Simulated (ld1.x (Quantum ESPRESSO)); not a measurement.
# Changing the settings of a PAW potential for Cu, part 1 of 2

Aim: generate and test one potential in full, then change one design choice at a time and see what happens to hardness, ghosts and transferability.

The numbers are computed with ld1.x (Quantum ESPRESSO) 7.5 (PBEsol, non-relativistic, spin-unpolarised reference atom).

## 1. The design

Typed settings, in words:

| Quantity | Value |
| --- | --- |
| element | copper (Cu, Z = 29) |
| type | PAW |
| frozen core | [Ne] 3s2 |
| valence charge | 17 |
| reference configuration | 3p6 3d10 4s0.75 4p0.25 |
| partial waves | 4s (bound): rcut 1.70, rcutus 2.00 bohr; 4s channel at 0.65 Ry: rcut 1.70, rcutus 2.00 bohr; 3p (bound): rcut 1.05, rcutus 1.20 bohr; 4p (bound): rcut 1.05, rcutus 1.20 bohr; 3d (bound): rcut 0.65, rcutus 0.85 bohr; 3d channel at 0.95 Ry: rcut 0.65, rcutus 0.85 bohr |
| local potential | all-electron potential smoothed inside 0.80 bohr (lloc = -2) |
| core correction | Bessel-smoothed model core inside 0.80 bohr |
| augmentation charge | PSQ, radius 0.75 bohr |

An earlier all-electron run gives the scale for the radii.

All-electron outer shells of the reference configuration (PBEsol, non-relativistic, ld1.x):

| shell | level (eV) | outermost node (bohr) | outermost maximum (bohr) |
| --- | --- | --- | --- |
| 2p | -911.62 | – | 0.16 |
| 3s | -111.24 | 0.29 | 0.62 |
| 3p | -71.55 | 0.26 | 0.63 |
| 3d | -5.82 | – | 0.60 |
| 4s | -4.84 | 0.90 | 2.30 |
| 4p | -0.96 | 0.98 | 3.56 |

## 2. Generation of the first potential

The input, Cu.in:

```
 &input
   title='Cu', zed=29., rel=0, dft='PBESOL', iswitch=3,
   config='[Ar] 3d10 4s0.75 4p0.25',
   nld=3, rlderiv=2.20, eminld=-7.0, emaxld=5.0, deld=0.02
 /
 &inputp
   pseudotype=3, lpaw=.true., tm=.true., lloc=-2, rcloc=0.80,
   nlcc=.true., new_core_ps=.true., rcore=0.80,
   which_augfun='PSQ', rmatch_augfun=0.75,
   file_pseudopw='Cu.UPF', file_wfcaegen='ae.wfc', file_wfcncgen='nc.wfc', file_beta='beta', file_chi='chi', file_wfcusgen='us.wfc'
 /
6
4S  1  0   0.75   0.00  1.70  2.00  0.0
4S  1  0   0.00   0.65  1.70  2.00  0.0
3P  2  1   6.00   0.00  1.05  1.20  0.0
4P  3  1   0.25   0.00  1.05  1.20  0.0
3D  3  2  10.00   0.00  0.65  0.85  0.0
3D  3  2   0.00   0.95  0.65  0.85  0.0
 &test
   configts(1)='3p6 3d10 4s0.75 4p0.25'
 /
```

On the command line:

```console
$ ld1.x < Cu.in > Cu.out
```

Output in Cu.out (without the banner and most projector matrices):

```text
     Program LD1 v.7.5
     --------------------------- All-electron run ----------------------------

     Cu

     atomic number is 29.00
     dft =PBESOL   lsd =0 sic =0 latt =0  beta=0.20 tr2=1.0E-14
     Exchange-correlation= PBESOL
                           (   1   4  10   8   0   0   0)
     mesh =1199 r(mesh) = 100.25372 a.u. xmin = -7.00 dx = 0.01250
     1 Ry =  13.60569312 eV

     n l     nl                  e(Ry)          e(Ha)          e(eV)
     1 0     1S 1( 2.00)      -642.3090      -321.1545     -8739.0597
     2 0     2S 1( 2.00)       -76.3960       -38.1980     -1039.4204
     2 1     2P 1( 6.00)       -67.0028       -33.5014      -911.6191
     3 0     3S 1( 2.00)        -8.1761        -4.0880      -111.2411
     3 1     3P 1( 6.00)        -5.2590        -2.6295       -71.5525
     3 2     3D 1(10.00)        -0.4277        -0.2139        -5.8195
     4 0     4S 1( 0.75)        -0.3561        -0.1781        -4.8452
     4 1     4P 1( 0.25)        -0.0708        -0.0354        -0.9628

     final scf error:  9.5E-15 reached in  28 iterations

     Etot =   -3277.854948 Ry,   -1638.927474 Ha,  -44597.488529 eV

     Ekin =    3275.186548 Ry,    1637.593274 Ha,   44561.183088 eV
     Encl =   -7848.655800 Ry,   -3924.327900 Ha, -106786.402248 eV
     Eh   =    1426.714368 Ry,     713.357184 Ha,   19411.437862 eV
     Exc  =    -131.100063 Ry,     -65.550032 Ha,   -1783.707232 eV

     normalization and overlap integrals

     s(1S/1S) =  1.000000  <r> =   0.0529  <r2> =    0.0038  r(max) =   0.0349
     s(2S/2S) =  1.000000  <r> =   0.2388  <r2> =    0.0672  r(max) =   0.2009
     s(2P/2P) =  1.000000  <r> =   0.2079  <r2> =    0.0530  r(max) =   0.1604
     s(3S/3S) =  1.000000  <r> =   0.7231  <r2> =    0.6050  r(max) =   0.6189
     s(3P/3P) =  1.000000  <r> =   0.7548  <r2> =    0.6747  r(max) =   0.6267
     s(3D/3D) =  1.000000  <r> =   1.0349  <r2> =    1.5250  r(max) =   0.6036
     s(4S/4S) =  1.000000  <r> =   2.9457  <r2> =   10.2549  r(max) =   2.2995
     s(4P/4P) =  1.000000  <r> =   5.1229  <r2> =   32.8839  r(max) =   3.5616

     ------------------------ End of All-electron run ------------------------

     --------------------- Generating PAW atomic setup --------------------

      Generating local potential from pseudized AE potential:
      Matching radius rcloc =   0.8000
      Enforcing V''(0)=0 (lloc=-2)

      Local pseudo, rcloc= 0.805 Estimated cut-off energy=    48.56 Ry

      Computing core charge for nlcc:

       r > 0.80 : true rho core
      Core charge pseudized with two Bessel functions
      Integrated core pseudo-charge :   2.81
      Wfc-us  4S rcutus= 1.979  Estimated cut-off energy=    10.88 Ry
      Wfc-us  4S rcutus= 1.979  Estimated cut-off energy=    12.31 Ry
      Wfc-us  3P rcutus= 1.200  Estimated cut-off energy=    58.04 Ry
      Wfc-us  4P rcutus= 1.200  Estimated cut-off energy=   106.71 Ry
      Wfc-us  3D rcutus= 0.846  Estimated cut-off energy=   158.10 Ry
      Wfc-us  3D rcutus= 0.846  Estimated cut-off energy=   163.20 Ry

     Required augmentation: PSQ   radius:    0.750000

     Q pseudized with Bessel functions
     Expected ecutrho=     699.7659 due to l1=  2   l2=  2

     Estimated PAW energy = -393.788670 Ryd

     The PAW screened D coefficients
     0.62162     0.76855     0.00000     0.00000     0.00000     0.00000
     0.76855     0.95191     0.00000     0.00000     0.00000     0.00000
     0.00000     0.00000    -1.75447     0.14276     0.00000     0.00000
     0.00000     0.00000     0.14276    -0.01842     0.00000     0.00000
     0.00000     0.00000     0.00000     0.00000    -3.22499    -2.33639
     0.00000     0.00000     0.00000     0.00000    -2.33639    -1.68613

     The PAW descreened D coefficients (US)
     0.74754     0.84853     0.00000     0.00000     0.00000     0.00000
     0.84853     0.96586     0.00000     0.00000     0.00000     0.00000
     0.00000     0.00000     2.82819    -0.19422     0.00000     0.00000
     0.00000     0.00000    -0.19422    -0.25748     0.00000     0.00000
     0.00000     0.00000     0.00000     0.00000    -0.02121     0.12541
     0.00000     0.00000     0.00000     0.00000     0.12541     0.20332

     ------------------- End of pseudopotential generation -------------------

     [... the all-electron block is printed once more ...]


     Computing logarithmic derivative in   2.20114
     Computing logarithmic derivative in   2.20114
     Computing the partial wave expansion
     R is outside the sphere for l=    0 j= 0.00
     R is outside the sphere for l=    0 j= 0.00
     R is outside the sphere for l=    1 j= 0.00
     R is outside the sphere for l=    1 j= 0.00
     R is outside the sphere for l=    2 j= 0.00
     R is outside the sphere for l=    2 j= 0.00

     ---------------------- Testing the pseudopotential ----------------------

     Cu

     atomic number is 29.00   valence charge is 17.00
     dft = SLA  PW   PSX  PSC   lsd =0 sic =0 latt =0  beta=0.20 tr2=1.0E-14
     mesh =1199 r(mesh) = 100.25372 xmin = -7.00 dx = 0.01250

     n l     nl             e AE (Ry)        e PS (Ry)    De AE-PS (Ry)
     2 1     3P   1( 6.00)       -5.25901       -5.25900       -0.00001
     3 2     3D   1(10.00)       -0.42772       -0.42772       -0.00000
     1 0     4S   1( 0.75)       -0.35612       -0.35612       -0.00000
     3 1     4P   1( 0.25)       -0.07077       -0.07077        0.00000

     eps = 1.7E-15  iter =  6

     Etot =   -3277.854948 Ry,   -1638.927474 Ha,  -44597.488529 eV
     Etotps =  -393.788670 Ry,    -196.894335 Ha,   -5357.767795 eV

     Ekin =     368.258156 Ry,     184.129078 Ha,    5010.407466 eV
     Encl =    -904.609387 Ry,    -452.304693 Ha,  -12307.837713 eV
     Ehrt =     273.662630 Ry,     136.831315 Ha,    3723.369769 eV
     Ecxc =    -131.100070 Ry,     -65.550035 Ha,   -1783.707316 eV
     (Ecc =      -4.398045 Ry,      -2.199023 Ha,     -59.838451 eV)

     ---------------------- End of pseudopotential test ----------------------
```

Run time: 5.3 s. Hardware: 1 thread, shared host. (Generation and the later configuration tests together.)

All-electron and pseudo partial waves u(r) = r·R(r), from the program's wave files:

| r (bohr) | 4p AE | 4p PS | 4s AE | 4s PS |
| --- | --- | --- | --- | --- |
| 0.100 | 0.0746 | -0.0200 | 0.0835 | 0.0213 |
| 0.200 | 0.0458 | -0.0721 | 0.1323 | 0.0433 |
| 0.300 | -0.0362 | -0.1366 | -0.0263 | 0.0665 |
| 0.400 | -0.1014 | -0.1899 | -0.1775 | 0.0914 |
| 0.500 | -0.1314 | -0.2138 | -0.2484 | 0.1184 |
| 0.600 | -0.1306 | -0.2022 | -0.2425 | 0.1478 |
| 0.700 | -0.1087 | -0.1614 | -0.1848 | 0.1797 |
| 0.800 | -0.0745 | -0.1049 | -0.0990 | 0.2139 |
| 0.900 | -0.0343 | -0.0467 | -0.0021 | 0.2503 |
| 1.000 | 0.0080 | 0.0052 | 0.0954 | 0.2884 |
| 1.100 | 0.0501 | 0.0499 | 0.1874 | 0.3276 |
| 1.200 | 0.0905 | 0.0905 | 0.2707 | 0.3672 |
| 1.300 | 0.1286 | 0.1286 | 0.3440 | 0.4065 |
| 1.400 | 0.1641 | 0.1641 | 0.4070 | 0.4446 |
| 1.500 | 0.1967 | 0.1967 | 0.4602 | 0.4807 |
| 1.600 | 0.2266 | 0.2266 | 0.5042 | 0.5138 |
| 1.700 | 0.2538 | 0.2538 | 0.5397 | 0.5433 |
| 1.800 | 0.2785 | 0.2785 | 0.5676 | 0.5685 |
| 1.900 | 0.3009 | 0.3009 | 0.5888 | 0.5889 |
| 2.000 | 0.3210 | 0.3210 | 0.6041 | 0.6041 |
| 2.100 | 0.3390 | 0.3390 | 0.6142 | 0.6142 |
| 2.200 | 0.3551 | 0.3551 | 0.6198 | 0.6198 |
| 2.300 | 0.3695 | 0.3695 | 0.6214 | 0.6214 |
| 2.400 | 0.3821 | 0.3821 | 0.6196 | 0.6196 |
| 2.500 | 0.3932 | 0.3932 | 0.6150 | 0.6150 |
| 2.600 | 0.4028 | 0.4028 | 0.6079 | 0.6079 |

## 3. Configuration tests

The input, Cu.test.in:

```
 &input
   title='Cu', zed=29., rel=0, dft='PBESOL', iswitch=2,
   config='[Ar] 3d10 4s0.75 4p0.25'
 /
 &test
   file_pseudo='Cu.UPF', nconf=8,
   configts(1)='3p6 3d10 4s0.75 4p0.25',
   configts(2)='3p6 3d10 4s1 4p0',
   configts(3)='3p6 3d10 4s0 4p0',
   configts(4)='3p6 3d9 4s0 4p0',
   configts(5)='3p6 3d10 4s0.5 4p0',
   configts(6)='3p5 3d10 4s1 4p0',
   configts(7)='3p6 3d7 4s0 4p0',
   configts(8)='3p6 3d8 4s0 4p0'
 /
```

On the command line:

```console
$ ld1.x < Cu.test.in > Cu.test.out
```

Cu.test.out, the pseudopotential blocks, each with the warnings that came before it:

```text
     ---------------------- Testing the pseudopotential ----------------------

     Cu

     atomic number is 29.00   valence charge is 17.00
     dft =SLA  PW   PSX  PSC   lsd =0 sic =0 latt =0  beta=0.20 tr2=1.0E-14
     mesh =1199 r(mesh) = 100.25372 xmin = -7.00 dx = 0.01250

     n l     nl             e AE (Ry)        e PS (Ry)    De AE-PS (Ry)
     2 1     3P   1( 6.00)       -5.25901       -5.25900       -0.00001
     3 2     3D   1(10.00)       -0.42772       -0.42772       -0.00000
     1 0     4S   1( 0.75)       -0.35612       -0.35612       -0.00000
     3 1     4P   1( 0.25)       -0.07077       -0.07077        0.00000

     eps = 1.7E-15  iter =  6

     Etot =   -3277.854949 Ry,   -1638.927474 Ha,  -44597.488536 eV
     Etotps =  -393.788670 Ry,    -196.894335 Ha,   -5357.767795 eV

     Ekin =     368.258156 Ry,     184.129078 Ha,    5010.407465 eV
     Encl =    -904.609387 Ry,    -452.304693 Ha,  -12307.837713 eV
     Ehrt =     273.662630 Ry,     136.831315 Ha,    3723.369769 eV
     Ecxc =    -131.100070 Ry,     -65.550035 Ha,   -1783.707316 eV
     (Ecc =      -4.398045 Ry,      -2.199023 Ha,     -59.838451 eV)

     ---------------------- End of pseudopotential test ----------------------

     ---------------------- Testing the pseudopotential ----------------------

     Cu

     atomic number is 29.00   valence charge is 17.00
     dft =SLA  PW   PSX  PSC   lsd =0 sic =0 latt =0  beta=0.20 tr2=1.0E-14
     mesh =1199 r(mesh) = 100.25372 xmin = -7.00 dx = 0.01250

     n l     nl             e AE (Ry)        e PS (Ry)    De AE-PS (Ry)
     2 1     3P   1( 6.00)       -5.21559       -5.21535       -0.00024
     3 2     3D   1(10.00)       -0.38477       -0.38472       -0.00005
     1 0     4S   1( 1.00)       -0.32592       -0.32593        0.00001
     3 1     4P   1( 0.00)       -0.04749       -0.04749        0.00000

     eps = 7.3E-15  iter =  9

     Etot =   -3277.925287 Ry,   -1638.962644 Ha,  -44598.445539 eV
     Etotps =  -393.859008 Ry,    -196.929504 Ha,   -5358.724792 eV
     dEtot_ae =      -0.070338 Ry
     dEtot_ps =      -0.070338 Ry,   Delta E=      -0.000000 Ry

     Ekin =     368.443659 Ry,     184.221830 Ha,    5012.931360 eV
     Encl =    -905.563916 Ry,    -452.781958 Ha,  -12320.824739 eV
     Ehrt =     274.395233 Ry,     137.197616 Ha,    3733.337334 eV
     Ecxc =    -131.133984 Ry,     -65.566992 Ha,   -1784.168748 eV
     (Ecc =      -4.398045 Ry,      -2.199023 Ha,     -59.838451 eV)

     ---------------------- End of pseudopotential test ----------------------

     ---------------------- Testing the pseudopotential ----------------------

     Cu

     atomic number is 29.00   valence charge is 17.00
     dft =SLA  PW   PSX  PSC   lsd =0 sic =0 latt =0  beta=0.20 tr2=1.0E-14
     mesh =1199 r(mesh) = 100.25372 xmin = -7.00 dx = 0.01250

     n l     nl             e AE (Ry)        e PS (Ry)    De AE-PS (Ry)
     2 1     3P   1( 6.00)       -5.84263       -5.84390        0.00128
     3 2     3D   1(10.00)       -1.00935       -1.00958        0.00022
     1 0     4S   1( 0.00)       -0.84231       -0.84221       -0.00011
     3 1     4P   1( 0.00)       -0.46386       -0.46402        0.00016

     eps = 6.4E-16  iter = 13

     Etot =   -3277.347542 Ry,   -1638.673771 Ha,  -44590.584920 eV
     Etotps =  -393.281300 Ry,    -196.640650 Ha,   -5350.864683 eV
     dEtot_ae =       0.507406 Ry
     dEtot_ps =       0.507369 Ry,   Delta E=       0.000037 Ry

     Ekin =     367.108032 Ry,     183.554016 Ha,    4994.759223 eV
     Encl =    -893.588326 Ry,    -446.794163 Ha,  -12157.888540 eV
     Ehrt =     264.025598 Ry,     132.012799 Ha,    3592.251260 eV
     Ecxc =    -130.826604 Ry,     -65.413302 Ha,   -1779.986626 eV
     (Ecc =      -4.398045 Ry,      -2.199023 Ha,     -59.838451 eV)

     ---------------------- End of pseudopotential test ----------------------

     ---------------------- Testing the pseudopotential ----------------------

     Cu

     atomic number is 29.00   valence charge is 17.00
     dft =SLA  PW   PSX  PSC   lsd =0 sic =0 latt =0  beta=0.20 tr2=1.0E-14
     mesh =1199 r(mesh) = 100.25372 xmin = -7.00 dx = 0.01250

     n l     nl             e AE (Ry)        e PS (Ry)    De AE-PS (Ry)
     2 1     3P   1( 6.00)       -7.08639       -7.08301       -0.00338
     3 2     3D   1( 9.00)       -2.19122       -2.19049       -0.00072
     1 0     4S   1( 0.00)       -1.59854       -1.59886        0.00032
     3 1     4P   1( 0.00)       -1.10358       -1.11971        0.01613  !

     eps = 9.0E-16  iter =  9

     Etot =   -3275.769987 Ry,   -1637.884994 Ha,  -44569.121189 eV
     Etotps =  -391.703848 Ry,    -195.851924 Ha,   -5329.402348 eV
     dEtot_ae =       2.084962 Ry
     dEtot_ps =       2.084822 Ry,   Delta E=       0.000140 Ry

     Ekin =     368.100182 Ry,     184.050091 Ha,    5008.258111 eV
     Encl =    -875.029918 Ry,    -437.514959 Ha,  -11905.388535 eV
     Ehrt =     245.079250 Ry,     122.539625 Ha,    3334.473067 eV
     Ecxc =    -129.853362 Ry,     -64.926681 Ha,   -1766.744992 eV
     (Ecc =      -4.398045 Ry,      -2.199023 Ha,     -59.838451 eV)

     ---------------------- End of pseudopotential test ----------------------

     ---------------------- Testing the pseudopotential ----------------------

     Cu

     atomic number is 29.00   valence charge is 17.00
     dft =SLA  PW   PSX  PSC   lsd =0 sic =0 latt =0  beta=0.20 tr2=1.0E-14
     mesh =1199 r(mesh) = 100.25372 xmin = -7.00 dx = 0.01250

     n l     nl             e AE (Ry)        e PS (Ry)    De AE-PS (Ry)
     2 1     3P   1( 6.00)       -5.51308       -5.51353        0.00045
     3 2     3D   1(10.00)       -0.68180       -0.68187        0.00007
     1 0     4S   1( 0.50)       -0.57458       -0.57454       -0.00004
     3 1     4P   1( 0.00)       -0.24218       -0.24219        0.00001

     eps = 8.0E-16  iter = 11

     Etot =   -3277.701081 Ry,   -1638.850541 Ha,  -44595.395057 eV
     Etotps =  -393.634806 Ry,    -196.817403 Ha,   -5355.674373 eV
     dEtot_ae =       0.153868 Ry
     dEtot_ps =       0.153864 Ry,   Delta E=       0.000004 Ry

     Ekin =     367.869390 Ry,     183.934695 Ha,    5005.118024 eV
     Encl =    -899.921541 Ry,    -449.960771 Ha,  -12244.056326 eV
     Ehrt =     269.400367 Ry,     134.700183 Ha,    3665.378714 eV
     Ecxc =    -130.983021 Ry,     -65.491510 Ha,   -1782.114785 eV
     (Ecc =      -4.398045 Ry,      -2.199023 Ha,     -59.838451 eV)

     ---------------------- End of pseudopotential test ----------------------

     ---------------------- Testing the pseudopotential ----------------------

     Cu

     atomic number is 29.00   valence charge is 17.00
     dft =SLA  PW   PSX  PSC   lsd =0 sic =0 latt =0  beta=0.20 tr2=1.0E-14
     mesh =1199 r(mesh) = 100.25372 xmin = -7.00 dx = 0.01250

     n l     nl             e AE (Ry)        e PS (Ry)    De AE-PS (Ry)
     2 1     3P   1( 5.00)       -6.37162       -6.35941       -0.01220  !
     3 2     3D   1(10.00)       -1.46803       -1.46337       -0.00467
     1 0     4S   1( 1.00)       -0.98626       -0.98717        0.00091
     3 1     4P   1( 0.00)       -0.56142       -0.56645        0.00503  !

     eps = 5.8E-15  iter = 15

     Etot =   -3272.160609 Ry,   -1636.080304 Ha,  -44520.013092 eV
     Etotps =  -388.100497 Ry,    -194.050249 Ha,   -5280.376270 eV
     dEtot_ae =       5.694340 Ry
     dEtot_ps =       5.688172 Ry,   Delta E=       0.006168 Ry

     Ekin =     367.192090 Ry,     183.596045 Ha,    4995.902887 eV
     Encl =    -881.647419 Ry,    -440.823709 Ha,  -11995.424222 eV
     Ehrt =     256.357529 Ry,     128.178764 Ha,    3487.921866 eV
     Ecxc =    -130.002697 Ry,     -65.001349 Ha,   -1768.776801 eV
     (Ecc =      -4.398045 Ry,      -2.199023 Ha,     -59.838451 eV)

     ---------------------- End of pseudopotential test ----------------------

     Warning: n=3, l=1 expected 1 nodes, found 2
     ---------------------- Testing the pseudopotential ----------------------

     Cu

     atomic number is 29.00   valence charge is 17.00
     dft =SLA  PW   PSX  PSC   lsd =0 sic =0 latt =0  beta=0.20 tr2=1.0E-14
     mesh =1199 r(mesh) = 100.25372 xmin = -7.00 dx = 0.01250

     n l     nl             e AE (Ry)        e PS (Ry)    De AE-PS (Ry)
     2 1     3P   1( 6.00)      -10.25661      -10.24041       -0.01620  !
     3 2     3D   1( 7.00)       -5.24177       -5.23929       -0.00249
     1 0     4S   1( 0.00)       -3.47137       -3.47335        0.00198
     3 1     4P   1( 0.00)       -2.78354       -3.61620        0.83267  !

     eps = 6.7E-15  iter = 11

     Etot =   -3268.470858 Ry,   -1634.235429 Ha,  -44469.811472 eV
     Etotps =  -384.409812 Ry,    -192.204906 Ha,   -5230.161939 eV
     dEtot_ae =       9.384091 Ry
     dEtot_ps =       9.378857 Ry,   Delta E=       0.005234 Ry

     Ekin =     369.581327 Ry,     184.790663 Ha,    5028.410115 eV
     Encl =    -827.942935 Ry,    -413.971468 Ha,  -11264.737504 eV
     Ehrt =     201.029599 Ry,     100.514800 Ha,    2735.147033 eV
     Ecxc =    -127.077803 Ry,     -63.538901 Ha,   -1728.981584 eV
     (Ecc =      -4.398045 Ry,      -2.199023 Ha,     -59.838451 eV)

     ---------------------- End of pseudopotential test ----------------------

     ---------------------- Testing the pseudopotential ----------------------

     Cu

     atomic number is 29.00   valence charge is 17.00
     dft =SLA  PW   PSX  PSC   lsd =0 sic =0 latt =0  beta=0.20 tr2=1.0E-14
     mesh =1199 r(mesh) = 100.25372 xmin = -7.00 dx = 0.01250

     n l     nl             e AE (Ry)        e PS (Ry)    De AE-PS (Ry)
     2 1     3P   1( 6.00)       -8.57523       -8.56425       -0.01097  !
     3 2     3D   1( 8.00)       -3.61621       -3.61327       -0.00294
     1 0     4S   1( 0.00)       -2.48177       -2.48259        0.00082
     3 1     4P   1( 0.00)       -1.88469       -2.07561        0.19092  !

     eps = 3.7E-15  iter = 15

     Etot =   -3272.884406 Ry,   -1636.442203 Ha,  -44529.860860 eV
     Etotps =  -388.820119 Ry,    -194.410059 Ha,   -5290.167213 eV
     dEtot_ae =       4.970542 Ry
     dEtot_ps =       4.968551 Ry,   Delta E=       0.001991 Ry

     Ekin =     369.231442 Ry,     184.615721 Ha,    5023.649685 eV
     Encl =    -853.180134 Ry,    -426.590067 Ha,  -11608.107075 eV
     Ehrt =     223.720627 Ry,     111.860314 Ha,    3043.874201 eV
     Ecxc =    -128.592054 Ry,     -64.296027 Ha,   -1749.584024 eV
     (Ecc =      -4.398045 Ry,      -2.199023 Ha,     -59.838451 eV)

     ---------------------- End of pseudopotential test ----------------------
```

The tests as a table, with energies relative to 3p6 3d10 4s0.75 4p0.25. A star marks tests that logged a warning. The frozen-core shift comes from a second all-electron run, not shown, with the core orbitals held at their reference shape; it is that run's ΔE less the relaxed one.

```tsv
valence configuration	charge	ΔE all-electron (eV)	error AE − PS (meV)	frozen-core shift (meV)
3p6 3d10 4s1 4p0	0	-0.957	0.0	0.0
3p6 3d10 4s0 4p0	+1	6.904	+0.5	+0.6
3p6 3d9 4s0 4p0	+2	28.367	+1.9	+6.8
3p6 3d10 4s0.5 4p0	+0.5	2.093	+0.1	+0.1
3p5 3d10 4s1 4p0	+1	77.475	+84	+20
3p6 3d7 4s0 4p0 *	+4	127.677	+71	+249
3p6 3d8 4s0 4p0	+3	67.628	+27	+66
```

(Continued in part 2 of 2.)
